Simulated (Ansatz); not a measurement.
# LiNi2S2: the cost of one run

Program: the Python package of Ansatz 0.2.0. The levels of theory stand in the script. These are calculated values, not measurements.

## (1) The structure

Symmetry: P-3m1, No. 164, trigonal system. The conventional cell has a = 3.684 Å, b = 3.684 Å, c = 5.965 Å, α = 90.00°, β = 90.00°, γ = 120.00°. Li (site symmetry -3m) has 6 S at 2.63 Å in its first shell of neighbours. Ni (site symmetry 3m) is surrounded by 4 S at 2.22 to 2.25 Å. Around S (site symmetry 3m) lie 4 Ni at 2.22 to 2.25 Å and 3 Li at 2.63 Å.

The script holds or builds the structure itself.

## (2) Script

File lini2s2_nc_paw.py:

```python
"""Two kinds of potentials on LiNi2S2."""

import ansatz as az
from ase import Atoms
import numpy as np


def count_gap(report):
    # lowest empty less highest filled band, counting bands; zero where they overlap
    return max(report.get("gap_by_band_count_ev") or 0.0, 0.0)

atoms = Atoms(
    ["Li", "Ni", "Ni", "S", "S"],
    scaled_positions=[
        [0.0, 0.0, 0.0],
        [1 / 3, 2 / 3, 0.363573],
        [2 / 3, 1 / 3, 0.636427],
        [1 / 3, 2 / 3, 0.741078],
        [2 / 3, 1 / 3, 0.258922],
    ],
    cell=[
        [3.684129, 0.0, 0.0],
        [-1.842064, 3.190549, 0.0],
        [0.0, 0.0, 5.964924],
    ],
    pbc=True,
)
atoms.set_initial_magnetic_moments([0.0, 1.5, 1.5, 0.0, 0.0])
xtal = az.Crystal.from_ase(atoms)

calculation = (
    xtal.calculation()
    .functional(az.Functional.PBESOL)
    .kpoints(density=3.1)
    .spin("collinear")
    .scf(tolerance=1e-09)
    .occupations(az.OccupationsMethod.FERMI_DIRAC, width=0.15)
    .stress()
    .forces()
    .band_table()
)
variants = {
    "PAW": calculation.pseudopotentials("paw"),
    "norm-conserving": calculation.pseudopotentials("nc"),
}
# totals differ by the cores that each treatment holds, so compare what does not depend on them
rows = []
for label, variant in variants.items():
    r = variant.run().report
    levels = np.array(r["eigenvalues_ev"][0]) - r["fermi_energy_ev"]
    print(label, "levels at the first k-point near E_F:", np.round(levels[np.abs(levels) < 5], 3))
    rows.append((label, r["n_electrons"], np.trace(r["stress_gpa"]) / 3, float(np.abs(r["forces_ev_ang"]).max()), count_gap(r), r["magnetization_mub"]))
lines = [",".join(["treatment", "electrons in bands", "P GPa", "max force component eV/A", "gap by band count eV", "moment muB"])] + [",".join(f"{v:.4f}" if isinstance(v, float) else str(v) for v in row) for row in rows]
print("\n".join(lines))
with open("nc_paw.csv", "w") as handle:
    handle.write("\n".join(lines) + "\n")
```

## (3) The input behind the calls

The engine receives this input (first run):

```yaml
crystal:
  lattice:
    - [3.684129, 0.0, 0.0]
    - [-1.842064, 3.190549, 0.0]
    - [0.0, 0.0, 5.964924]
  atoms:
    - { symbol: Li, position: [0.0, 0.0, 0.0], spin: 0.0 }
    - { symbol: Ni, position: [0.33333333333333337, 0.6666666666666666, 0.363573], spin: 1.5 }
    - { symbol: Ni, position: [0.6666666666666666, 0.3333333333333333, 0.636427], spin: 1.5 }
    - { symbol: S, position: [0.33333333333333337, 0.6666666666666666, 0.741078], spin: 0.0 }
    - { symbol: S, position: [0.6666666666666666, 0.3333333333333333, 0.258922], spin: 0.0 }
kpoints:
  mp_grid:
    kspacing: 0.3225806451612903
hamiltonian:
  xc: pbesol
  pseudopotentials:
    kind: paw
magnetization:
  spin_polarized: true
scf:
  convergence:
    dr2_threshold: 1.0e-09
  occupations:
    method: fermi_dirac
    width: 0.15
output:
  forces: true
  stress: true
  eigenvalues: true
```

## (4) Launch

Run with:

```sh
$ python lini2s2_nc_paw.py
```

Q: Estimate wall time and peak memory on 1 thread of Intel Xeon 6975P-C (Granite Rapids), shared host.

About 26 s, with a peak of 0.91 GiB.
